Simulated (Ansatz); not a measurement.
**CH6BFGe: one species, many methods**

An exercise on one series of results from a longer session: the logs are not shown, and one member is left open.

The runs use Ansatz 0.2.0, Gaussian basis; functionals in def2-TZVPP, the program's frozen cores in correlated methods.

Levels to be run: PBE-D4, r2SCAN-D4, PBE0-D4, B3LYP-D4, ωB97X-V, ωB97M-V, B2PLYP; CCSD(T)/def2-TZVPP; MP2/def2-QZVPP; extrapolation to the limit.

### Structure used throughout

An earlier PBE0-D4 in a triple-zeta def2 set relaxation fixed the geometry.

SMILES `B[CH](F)[GeH3]`, 10 atoms, charge 0, spin multiplicity 1.

Atoms are counted from 1 here; the program's logs count them from 0.

Bond lengths: B1–C2 1.506 Å, B1–H5 1.193 Å, B1–H6 1.198 Å, C2–F3 1.378 Å, C2–Ge4 2.060 Å, C2–H7 1.092 Å, Ge4–H8 1.531 Å, Ge4–H9 1.533 Å, Ge4–H10 1.536 Å. Angles: C2–B1–H5 121.4°, C2–B1–H6 116.9°, H5–B1–H6 121.3°, B1–C2–F3 119.6°, B1–C2–Ge4 91.7°, B1–C2–H7 121.1°, F3–C2–Ge4 108.3°, F3–C2–H7 109.4°, Ge4–C2–H7 102.6°, C2–Ge4–H8 103.4°, C2–Ge4–H9 108.7°, C2–Ge4–H10 112.7°, H8–Ge4–H9 112.1°, H8–Ge4–H10 109.9°, H9–Ge4–H10 109.9°.

The first run:

in.yaml

```yaml
crystal:
  periodic: [false, false, false]
  atoms:
    - {symbol: B, position_ang: [-0.585642, 1.007174, -0.812081]}
    - {symbol: C, position_ang: [0.767796, 0.452013, -0.456034]}
    - {symbol: F, position_ang: [1.488730, -0.242259, -1.403882]}
    - {symbol: Ge, position_ang: [-0.066282, -0.908706, 0.846201]}
    - {symbol: H, position_ang: [-1.152022, 0.675173, -1.808734]}
    - {symbol: H, position_ang: [-1.123837, 1.693302, 0.009508]}
    - {symbol: H, position_ang: [1.453700, 1.006792, 0.187532]}
    - {symbol: H, position_ang: [0.842499, -2.133997, 0.711394]}
    - {symbol: H, position_ang: [-0.033685, -0.318666, 2.260317]}
    - {symbol: H, position_ang: [-1.508056, -1.282026, 0.468880]}
basis:
  gaussian: {orbitals: def2-TZVPP}
hamiltonian: {xc: pbe, dispersion: d4}
output: {forces: true, orbitals: {seedname: orbitals}}
```

Command:

```bash
ansatz run in.yaml --threads 4 --pin off --events-out ev --progress --plain --max-ram 10444MiB
```

Among the steps run: PBE-D4 (GGA); r2SCAN-D4 (meta-GGA); PBE0-D4 (hybrid); B3LYP-D4 (hybrid); ωB97X-V (range-separated); ωB97M-V (range-separated); B2PLYP (double hybrid); CCSD(T) in def2-TZVPP; MP2 in def2-QZVPP.

One of the session's tables, all rows but one given; the rest of the session is left out.

| method | atomisation energy (kcal/mol) |
| --- | --- |
| PBE-D4 | 783.6 |
| r2SCAN-D4 | 778.9 |
| PBE0-D4 | 772.9 |
| B3LYP-D4 | 773.7 |
| ωB97X-V | 777.3 |
| ωB97M-V | 774.2 |
| B2PLYP | 765.5 |
| HF/def2-TZVPP | 575.1 |
| MP2/def2-TZVPP | 763.7 |
| CCSD/def2-TZVPP | 748.2 |
| CCSD(T)/def2-TZVPP | 758.0 |
| MP2/CBS | 778.7 |
| CCSD(T)/CBS | ? |

Q: Estimate the row for CCSD(T)/CBS from the others.

As computed: atomisation energy (kcal/mol): 773.0. In the column «atomisation energy (kcal/mol)» it lies between PBE0-D4 (772.9) and B3LYP-D4 (773.7).
